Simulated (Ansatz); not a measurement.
# AlCl2HO: the cost of one run

Program: Ansatz 0.2.0, Gaussian basis. Level of theory: PBE0-D4/def2-TZVP structures, single points in def2-TZVPP, no counterpoise correction. These are calculated values, not measurements.

Levels: SPW92, PBE-D4, BLYP-D4, r2SCAN-D4, B97M-V, PBE0-D4, B3LYP-D4, r2SCAN0-D4, BHLYP-D4, CAM-B3LYP-D4, wB97X-V, wB97M-V, B2PLYP, PBE-QIDH, RPA on PBE, Hartree-Fock, MP2, CCSD, CCSD(T).

Correlated methods freeze the cores. B3LYP uses VWN-RPA correlation. B2PLYP carries no dispersion term here.

94 further runs of the same task are left out: 94 set aside as unsound or not needed.

## (1) The starting structure

The complex: 10 atoms, charge 0, spin multiplicity 1.

Atoms are counted from 1 here; the program's logs count them from 0.

Bond lengths: Al1–Cl3 2.090 Å, Al1–Cl4 2.078 Å, Al1–O6 1.684 Å, C2–H5 1.095 Å, C2–H7 1.095 Å, C2–H8 1.088 Å, C2–H9 1.089 Å, O6–H10 0.956 Å. Angles: Cl3–Al1–Cl4 119.6°, Cl3–Al1–O6 120.5°, Cl4–Al1–O6 118.4°, H5–C2–H7 113.4°, H5–C2–H8 109.0°, H5–C2–H9 107.5°, H7–C2–H8 108.8°, H7–C2–H9 107.2°, H8–C2–H9 111.0°, Al1–O6–H10 122.4°.

As a file:

```csv
atom,x (Å),y (Å),z (Å)
Al1,-1.32130,0.37986,0.10650
C2,1.49959,-0.01744,-0.17613
Cl3,-1.79473,0.45135,-1.92746
Cl4,-0.95985,2.14653,1.13882
H5,0.88462,-0.59450,0.52273
O6,-1.56976,-1.02910,0.99382
H7,0.91721,0.48943,-0.95311
H8,2.06323,0.72781,0.38054
H9,2.16726,-0.71637,-0.67876
H10,-1.88637,-1.83747,0.59306
```

Its parts: AlCl2HO holds atoms 1, 3, 4, 6, 10; CH4 holds atoms 2, 5, 7, 8, 9. Each part counts its atoms afresh in its own runs.

## (2) Relaxing AlCl2HO alone

The input, relax-a/in.yaml:

```yaml
crystal:
  periodic: [false, false, false]
  atoms:
    - {symbol: Al, position_ang: [-1.321296, 0.379859, 0.106497]}
    - {symbol: Cl, position_ang: [-1.794728, 0.451353, -1.927462]}
    - {symbol: Cl, position_ang: [-0.959852, 2.146530, 1.138822]}
    - {symbol: O, position_ang: [-1.569762, -1.029097, 0.993819]}
    - {symbol: H, position_ang: [-1.886370, -1.837470, 0.593057]}
basis:
  gaussian: {orbitals: def2-TZVP}
hamiltonian: {xc: pbe0, dispersion: d4}
relax: {f_tol: 0.005, max_steps: 200}
```

Started as:

```
$ ansatz run in.yaml --threads 8 --pin off --events-out ev --progress --plain --max-ram 19148MiB
```

**Question.** How long does this run take on 8 threads of Intel Xeon at 2.50GHz, shared host?

About 16 s.
